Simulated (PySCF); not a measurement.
**KI−: bond curves at several levels of theory**

The task here is to estimate one member of a computed series from the others.

Program: PySCF 2.14.0. Level of theory: K def2-SVPD, I def2-SVPD with ECP28, scalar-relativistic core potentials. These are calculated values, not measurements.

2 further runs of the same task are left out: 2 set aside as unsound or not needed.

Set-up of the first run:

The job is set up so:

```json
{"atoms": "K, I", "charge": "-1", "basis": "K def2-SVPD, I def2-SVPD with ECP28", "Hamiltonian": "scalar-relativistic core potentials", "basis functions": "62", "electrons treated": "45", "masses in u": "38.9637, 126.9045", "levels": "PBE0, PBE, r²SCAN, LDA, M06-2X, PBEsol, LC-ωPBE, HF, MP2, SCS-MP2, CCSD, CCSD(T)", "grid": "80 radial by 434 angular points", "occupations": "held fixed by the projection of orbital angular momentum", "dissociation limit": "K + I−, each in its ground configuration", "starting distance in angstrom": "3.355", "values of 2S to try": "1, 3"}
```

Launch:

```sh
> OMP_NUM_THREADS=1 python dia.py task.json out
```

Among the steps run: Input; First curve: PBE0; PBE (GGA); r²SCAN; LDA (local density); M06-2X (hybrid meta-GGA); PBEsol (GGA); LC-ωPBE (range-separated hybrid); UHF (mean field); Adding correlation.

One of the session's tables, all rows but one given; the rest of the session is left out.

It belongs to the step «Constants by level of theory». 

```
      level  Re (Å)  ωe (cm⁻¹)  De (eV)
        UHF   3.370      123.0     0.96
    UHF-MP2   3.349      124.2     0.98
UHF-SCS-MP2   3.358      123.2     0.98
   UHF-CCSD   3.358      123.2     0.98
UHF-CCSD(T)   3.359      122.8     0.98
        LDA   3.207      135.9     1.03
        PBE   3.302      123.7     0.94
     PBEsol       ?          ?        ?
     r²SCAN   3.294      128.4     0.99
       PBE0   3.284      128.0     0.98
     M06-2X   3.267      133.5     0.94
    LC-ωPBE   3.266      131.5     1.05
```

Estimate the missing values for PBEsol.

The run gave: Re (Å): 3.255; ωe (cm⁻¹): 129.1; De (eV): 0.99. In the column «Re (Å)» it lies between LDA (3.207) and LC-ωPBE (3.266).

De is counted to K + I− in their ground configurations.
